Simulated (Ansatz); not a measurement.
# BFGeH3N: the cost of one run

Method: the settings change from run to run; program: Ansatz 0.2.0, Gaussian basis.

### 1 The geometry

The structure was relaxed beforehand with PBE0-D4 in a triple-zeta def2 set.

SMILES `[F][GeH]1[BH][NH]1`, 7 atoms, charge 0, spin multiplicity 1.

Atoms are counted from 1 here; the program's logs count them from 0.

Bond lengths: F1–Ge2 1.747 Å, Ge2–B3 2.008 Å, Ge2–N4 1.904 Å, Ge2–H5 1.533 Å, B3–N4 1.361 Å, B3–H6 1.187 Å, N4–H7 1.010 Å. Angles: F1–Ge2–B3 119.3°, F1–Ge2–N4 109.1°, F1–Ge2–H5 103.1°, B3–Ge2–N4 40.6°, B3–Ge2–H5 134.2°, N4–Ge2–H5 111.5°, Ge2–B3–N4 65.6°, Ge2–B3–H6 152.4°, N4–B3–H6 142.0°, Ge2–N4–B3 73.8°, Ge2–N4–H7 150.3°, B3–N4–H7 135.8°.

### 2 wB97M-V/pcseg-2

Options: charge -1, multiplicity 2.

Input file in.yaml:

```yaml
crystal:
  periodic: [false, false, false]
  atoms:
    - {symbol: F, position_ang: [-1.609066, -1.555397, -0.567371]}
    - {symbol: Ge, position_ang: [-0.945908, 0.052567, -0.399091]}
    - {symbol: B, position_ang: [0.398439, 0.413001, 1.048193]}
    - {symbol: N, position_ang: [0.930720, -0.075225, -0.105321]}
    - {symbol: H, position_ang: [-1.259406, 0.702273, -1.751977]}
    - {symbol: H, position_ang: [0.695394, 0.745507, 2.147871]}
    - {symbol: H, position_ang: [1.851028, -0.350726, -0.417906]}
basis:
  gaussian: {orbitals: pcseg-2}
total_charge: -1
magnetization: {spin_polarized: true, initial_magnetization: 1}
hamiltonian: {xc: {name: wB97M-V}}
```

On the command line:

```
ansatz run in.yaml --threads 2 --pin off --events-out ev --progress --plain --max-ram 4352MiB
```

**Question.** How long does this run take on 2 threads of Intel Xeon 6975P-C, shared host, and how much memory does it need?

About 38 s, with a peak of 0.98 GiB.
